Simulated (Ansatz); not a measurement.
# TiClF: the cost of one run

Method: DFT PBE, scalar-relativistic, plane waves, PAW, in Ansatz 0.2.0.

1 further run of the same task is left out (it didn't finish).

## (1) The starting structure

It takes space group P-6m2 (No. 187, hexagonal). Conventional cell: a = 4.303 Å, b = 4.303 Å, c = 3.450 Å, α = 90.00°, β = 90.00°, γ = 120.00°. Ti (site symmetry -6m2) has 3 Cl at 2.48 Å and 6 F at 3.02 Å as nearest neighbours. Around Cl (site symmetry -6m2) lie 3 Ti at 2.48 Å. Around F (site symmetry -6m2) lie 6 Ti at 3.02 Å and 6 Cl at 3.02 Å.

Structure file:

```
CELL_PARAMETERS angstrom
4.30262 0.00000 0.00000
-2.15131 3.72618 0.00000
0.00000 0.00000 3.45047
ATOMIC_POSITIONS crystal
Ti 0.33333 0.66667 0.50000
Cl 0.00000 0.00000 0.50000
F 0.66667 0.33333 0.00000
```

Recipe of the guess: species swapped into a database cell of HoAlGa (P-6m2, No. 187), with F on the Ho sites, Cl on the Al sites and Ti on the Ga sites. Lengths come from tabulated atomic sizes and are only a guess.

## (2) Probe: one point on a coarse mesh

File input.yaml:

```yaml
crystal:
  lattice:
    - [4.30262305, 0.0, 0.0]
    - [-2.15131152, 3.72618086, 0.0]
    - [0.0, 0.0, 3.45047133]
  atoms:
    - { symbol: Ti, position: [0.33333333, 0.66666667, 0.5], spin: 1.0 }
    - { symbol: Cl, position: [0.0, 0.0, 0.5] }
    - { symbol: F, position: [0.66666667, 0.33333333, 0.0] }
basis:
  ecutwfc: 420
kpoints:
  mp_grid: { grid: [6, 6, 6] }
hamiltonian:
  xc: pbe
scf:
  occupations: { method: gaussian, width: 0.1 }
  lower_state_search: "off"
output:
  forces: true
  stress: true
  eigenvalues: true
  populations: true
magnetization:
  spin_polarized: true
```

On the command line:

```sh
> ansatz run input.yaml --threads 1 --pin off --max-ram 2560MiB --backend cpu --events-out ev --progress --plain --runs-dir out
```

What time and memory should one allow on 1 thread of Intel Xeon at 2.70GHz, shared host?

About 13 s, with a peak of 0.39 GiB.
